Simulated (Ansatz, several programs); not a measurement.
K3FO built on the antiperovskite prototype, relaxed with r2SCAN in Ansatz (plane waves, PAW): the symmetry is Pm-3m (No. 221, cubic); conventional cell a = 5.057 Å, 25.86 Å³ an atom. F has 12 K at 3.58 Å; O has 6 K at 2.53 Å; K has 2 O at 2.53 Å and 4 F at 3.58 Å. The cell was then scaled with its shape and fractional coordinates held. Note: simulated data, non-magnetic, for a generated structure that need not be the stable one.

```csv
V (Å³/atom),E (meV/atom)
24.309,7.50
25.860,0.00
26.636,1.50
27.412,5.84
```

**Question.** Pass a cubic E = c₀ + c₁u + c₂u² + c₃u³, with u = V − 26.054 Å³, through these points.

**Answer.** c₀ = 0.08, c₁ = +0.945, c₂ = 2.668, c₃ = -0.1774 (meV and Å³).

**Question.** Where is the minimum, and what bulk modulus follows?

**Answer.** dE/du = 0 at u = -0.174, so V₀ = 25.88 Å³. B = V₀ d²E/dV² = 25.88 × (2c₂ + 6c₃u) = 25.88 × 5.521 = 143 meV/Å³, and 1 meV/Å³ is 0.16022 GPa: 23 GPa. A third-order Birch-Murnaghan fit to all five points gives 25.87 Å³ and 23 GPa.

**Question.** Predict the energy and the pressure at the withheld volume, 25.084 Å³.

**Answer.** With u = -0.970: E ≈ 1.84 meV and P = −dE/dV ≈ +0.76 GPa. The run gives 1.79 meV and, from its stress, +0.75 GPa.
